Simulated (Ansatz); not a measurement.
Hf2Pd2Se2Br2O3:

```xyz
11
Lattice="3.7261 0.0000 0.0000 -1.8631 3.2269 0.0000 0.0000 0.0000 17.0087" Properties=species:S:1:pos:R:3 pbc="T T T"
Hf    1.8631    1.0756   15.8835
Hf    0.0000    2.1513    1.1251
Pd    0.0000    0.0000    5.1533
Pd    0.0000    0.0000   11.8554
Se    0.0000    2.1513    3.8523
Se    1.8631    1.0756   13.1564
Br    1.8631    1.0756    6.7800
Br    0.0000    2.1513   10.2287
O     0.0000    2.1513   15.7652
O     1.8631    1.0756    1.2435
O     0.0000    0.0000    0.0000
```

The cell was built by a generator and needn't be a form met in nature.

- Program: Ansatz 0.2.0
- Task: relaxation of cell and atoms
- Functional: PBEsol
- Potentials or basis: all-electron PAW datasets made for the crystal
- k mesh: 5 × 5 × 2
- Occupations: fermi-dirac, width 0.05 eV
- Spin: no spin polarisation

At the start: volume 18.59 Å³/atom.

Task: How do energy, volume and symmetry change on relaxing?

Result: Over 7 steps the energy falls by 16.7 meV/atom and the volume is 17.19 Å³/atom (-7.6 %); space group P-3m1 (No. 164, to 0.05 Å).

Step by step:
| step | energy change (eV) | largest force (eV/Å) | volume (Å³) |
| --- | --- | --- | --- |
| 1 | 0.0000 | 0.3665 | 204.51 |
| 2 | -0.0990 | 0.3013 | 189.77 |
| 3 | -0.1813 | 0.0819 | 189.85 |
| 4 | -0.1824 | 0.0413 | 188.27 |
| 5 | -0.1836 | 0.0215 | 188.90 |
| 6 | -0.1837 | 0.0048 | 189.04 |
| 7 | -0.1835 | 0.0048 | 189.04 |

Final structure:
```xyz
11
Lattice="3.6709 0.0000 0.0000 -1.8354 3.1791 0.0000 0.0000 0.0000 16.1990" Properties=species:S:1:pos:R:3 pbc="T T T"
Hf    1.8354    1.0597   15.0820
Hf    0.0000    2.1194    1.1170
Pd    0.0000    0.0000    5.1005
Pd    0.0000    0.0000   11.0986
Se    0.0000    2.1194    3.8069
Se    1.8354    1.0597   12.3922
Br    1.8354    1.0597    6.6842
Br    0.0000    2.1194    9.5148
O     0.0000    2.1194   14.9600
O     1.8354    1.0597    1.2391
O     0.0000    0.0000    0.0000
```

Caveat: the k mesh is coarse (spacing up to 0.39 Å⁻¹), so the values aren't converged; the k mesh is thin for a metal, which can move the energy by tens of meV per atom; this functional lacks dispersion, which binds the layers, so the pressure and a relaxed spacing across them are unreliable.
